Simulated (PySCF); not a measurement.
# RbTl: bond curves at several levels of theory

The task here is to estimate one member of a computed series from the others.

Program: PySCF 2.14.0. Level of theory: Rb def2-SVPD with ECP28, Tl def2-SVPD with ECP60, scalar-relativistic core potentials. These are calculated values, not measurements.

The first run:

The job is set up so:

```yaml
atoms: Rb, Tl
charge: 0
basis: Rb def2-SVPD with ECP28, Tl def2-SVPD with ECP60
Hamiltonian: scalar-relativistic core potentials
basis_functions: 59
electrons_treated: 30
masses_in_u: 84.9118, 204.9744
levels: PBE0, PBE, r²SCAN, MN15, BLYP, TPSS, LC-ωPBE, HF, MP2, SCS-MP2, CCSD, CCSD(T)
grid: 80 radial by 434 angular points
occupations: held fixed by the projection of orbital angular momentum
dissociation_limit: Rb + Tl, each in its ground configuration
starting_distance_in_angstrom: 3.490
values_of_2S_to_try: 0, 2
```

Command:

```
$ OMP_NUM_THREADS=1 python dia.py task.json out
```

Among the steps run: Set-up; First curve: PBE0; Other states along the same grid; PBE (GGA); r²SCAN (meta-GGA); MN15; BLYP (GGA); TPSS; LC-ωPBE (range-separated hybrid); RHF (mean field); Adding correlation.

One table of the session follows, with a row left open; its other results are not shown here.

It belongs to the step «The curves together». Energy (eV) from each level's lowest point:

```
R (Å)    RHF  RHF-MP2  RHF-SCS-MP2  RHF-CCSD  RHF-CCSD(T)
3.390  0.342    0.195        0.219       n/a          n/a
3.548  0.181    0.083        0.099     0.102        0.103
3.705      ?        ?            ?         ?            ?
3.824  0.035    0.003        0.008     0.010        0.011
3.942  0.009    0.000        0.000     0.000        0.000
4.060  0.000    0.009        0.005     0.003        0.001
4.218  0.007    0.037        0.027     0.020        0.015
4.415  0.038    0.088        0.071     0.057        0.046
4.652  0.099    0.166        0.141     0.115        0.096
4.967  0.205    0.282        0.247       n/a          n/a
```

**Question.** Estimate the row for R (Å) = 3.705.

Worked estimate for «RHF». A straight line through the neighbours (3.548, 0.181) and (3.824, 0.035) gives 0.181 + (0.035 − 0.181) × (3.705 − 3.548) / (3.824 − 3.548) = 0.098; a parabola fitted to 4 rows on both sides gives 0.079.

The run gave: RHF: 0.080; RHF-MP2: 0.023; RHF-SCS-MP2: 0.032; RHF-CCSD: 0.035; RHF-CCSD(T): 0.037. In «RHF» the line misses by +0.018 and the parabola by -0.001.
